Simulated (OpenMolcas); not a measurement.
# Pm²⁺ among point charges: CASSCF levels and susceptibility

How does a field of 6 point charges split the states of Pm²⁺, and what χT follows?

Program: OpenMolcas 26.06. Level of theory: state-averaged CASSCF, spin-orbit coupling by RASSI with atomic mean-field integrals. These are calculated values, not measurements, unless marked.

## Step 1: The atom as given

```
Species                           : Pm²⁺ (promethium, Z = 61, 59 electrons)
Basis                             : ANO-RCC-VDZP [7s6p4d2f1g], 68 functions
Scalar Hamiltonian                : DKH2, point nucleus
Inactive shells                   : 1s 2s 2p 3s 3p 3d 4s 4p 4d 5s 5p
Active space                      : 5 electrons in 7 orbitals (4f)
Some configurations of this space : 4f⁵
Orbitals                          : optimised for the highest spin of each parity, averaged over all roots
```

Outer shells as boxes (Hund's rule):

4f5
```
4f [↑ ][↑ ][↑ ][↑ ][↑ ][  ][  ]
```

The ion sits among 6 point charges of -1.5 e arranged as a tetragonal octahedron (D4h), 2.89 Å from the ion, with the axial distance 2.919 Å.

Each step is its own input file, run in one work folder so that later steps find the files of earlier ones. Labels, J, g values, rates, χT and fits are worked out afterwards by a script from the matrices that RASSI stores. The input lists half of the charges; inversion (Group=XYZ) makes the rest.

## Step 2: GATEWAY and SEWARD: basis and integrals

The input, a.inp:

```
&GATEWAY
Coord
1

Pm 0.0 0.0 0.0
Basis=ANO-RCC-VDZP
Group=XYZ
NoMove
AngMom=0.0 0.0 0.0
AMFI
XField
3 Angstrom 0
2.890000 0.000000 0.000000 -1.500000
0.000000 2.890000 0.000000 -1.500000
0.000000 0.000000 2.918900 -1.500000
&SEWARD
```

The run is started by

```console
OMP_NUM_THREADS=1 MOLCAS_MEM=2252 MOLCAS_PROJECT=a pymolcas a.inp > a.log
```

## Step 3: CASSCF: sextets of odd parity, 21 roots

The input, a.inp:

```
&RASSCF
FileOrb=start.orb
Symmetry=2
Spin=6
nActEl=5 0 0
Inactive=15 12
Ras2=0 7
CIRoot=21 21 1
SDav=21
CIMx=300
Iter=120 100
PrWF=0.3
OrbListing=Nothing
MaxOrb=0
>>> COPY $Project.JobIph JOB001
```

start.orb holds the contracted functions of the basis, ordered by shell, or the orbitals of the step before.

## Step 4: CASSCF: quartets of odd parity, 162 roots

The input, a.inp:

```
&RASSCF
FileOrb=start.orb
Symmetry=2
Spin=4
nActEl=5 0 0
Inactive=15 12
Ras2=0 7
CIRoot=162 162 1
SDav=224
CIMx=300
Iter=120 100
PrWF=0.3
OrbListing=Nothing
MaxOrb=0
CIOnly
>>> COPY $Project.JobIph JOB002
```

## Step 5: CASSCF: doublets of odd parity, 162 roots

The input, a.inp:

```
&RASSCF
FileOrb=start.orb
Symmetry=2
Spin=2
nActEl=5 0 0
Inactive=15 12
Ras2=0 7
CIRoot=162 162 1
SDav=490
CIMx=300
Iter=120 100
PrWF=0.3
OrbListing=Nothing
MaxOrb=0
CIOnly
>>> COPY $Project.JobIph JOB003
```

## Step 6: State interaction with spin-orbit coupling

The input, a.inp:

```
&RASSI
NrOfJobIphs=3 21 108 40
1 2 3 4 5 6 7 8 9 10 11 12 13 14 15 16 17 18 19 20 21
1 2 3 4 5 6 7 8 9 10 11 12 13 14 15 16 17 18 19 20 21 22 23 24 25 26 27
28 29 30 31 32 33 34 35 36 37 38 39 40 41 42 43 44 45 46 47 48 49 50 51
52 53 54 55 56 57 58 59 60 61 62 63 64 65 66 67 68 69 70 71 72 73 74 75
76 77 78 79 80 81 82 83 84 85 86 87 88 89 90 91 92 93 94 95 96 97 98 99
100 101 102 103 104 105 106 107 108
1 2 3 4 5 6 7 8 9 10 11 12 13 14 15 16 17 18 19 20 21 22 23 24 25 26 27
28 29 30 31 32 33 34 35 36 37 38 39 40
IphNames
JOB001
JOB002
JOB003
EJob
SpinOrbit
DIPRint=1.0
SOCoupling=1000.0
Subsets=2
Property=9
'ANGMOM' 1 'ANGMOM' 2 'ANGMOM' 3 'MLTPL  1' 1 'MLTPL  1' 2 'MLTPL  1' 3
'AMFI' 1 'AMFI' 2 'AMFI' 3
SOProperty=3
'ANGMOM' 1 'ANGMOM' 2 'ANGMOM' 3
```

**Question.** What will these runs give? Wanted: spin-free ground state; first state of the same spin within the active space; lowest level; next level.

As calculated:

| quantity | value |
| --- | --- |
| method | CASSCF |
| spin-free ground state | 6A2, 1-fold in its orbital part |
| first state of the same spin within the active space | 6E at 13.2 cm⁻¹ |
| lowest level | 2-fold E3/2, g = 0.06, 0.29, 0.29 |
| next level | 63.2 cm⁻¹ |
| χT at 300 K | 0.39 cm³ K/mol |
| effective moment at 300 K | 1.76 μB |

**Reading.** The spin-free ground state (6A2) comes to 100 % from free-ion H terms and keeps the highest spin of the shell. The quartets, doublets rest on orbitals optimised for another spin in at least one step, which raises them against the optimised states. Not all states of the active space went into the spin-orbit step. High states of lower spin are left out of the spin-orbit mixing, and CASSCF puts spin-flip levels too high. Point charges carry no covalency, so the field is a model and not that of real ligands.
